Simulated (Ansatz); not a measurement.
# Zn: the cost of one run

Computed with Ansatz 0.2.0 (DFT LDA, scalar-relativistic, plane waves, PAW, unless a step's input says otherwise).

## Step 1: Starting point

Symmetry: P6_3/mmc, No. 194, hexagonal system. Conventional cell: a = 2.660 Å, b = 2.660 Å, c = 4.950 Å, α = 90.00°, β = 90.00°, γ = 120.00°. Zn (site symmetry -6m2) has 12 Zn at 2.66 to 2.91 Å as nearest neighbours.

As a file:

```
CELL_PARAMETERS angstrom
2.66000 0.00000 0.00000
-1.33000 2.30363 0.00000
0.00000 0.00000 4.95000
ATOMIC_POSITIONS crystal
Zn 0.33333 0.66667 0.25000
Zn 0.66667 0.33333 0.75000
```

## Step 2: Relaxing cell and atoms: Zn, no spin, 20 GPa

input.yaml

```yaml
crystal:
  lattice:
    - [2.66, 0.0, 0.0]
    - [-1.33, 2.30362757, 0.0]
    - [0.0, 0.0, 4.95]
  atoms:
    - { symbol: Zn, position: [0.3333333333, 0.6666666667, 0.25] }
    - { symbol: Zn, position: [0.6666666667, 0.3333333333, 0.75] }
scf:
  occupations: { method: gaussian, width: 0.1 }
output:
  forces: true
  stress: true
  eigenvalues: true
  write_density: true
  write_potential: true
  elf: true
  volumetric_format: npy
kpoints:
  mp_grid: { grid: [57, 57, 26] }
hamiltonian:
  xc: lda
relax:
  f_tol: 0.003
  max_steps: 60
  cell: { stress_tol: 0.01, p_target: 20 }
```

Command:

```
$ ansatz run input.yaml --threads 8 --pin off --max-ram 24576MiB --backend cpu --events-out ev --progress --plain --runs-dir out
```

**Question.** How long does this run take on 8 threads of Arm Neoverse N1, shared host, and how much memory does it need?

About 4.3 min, with a peak of 2.1 GiB.
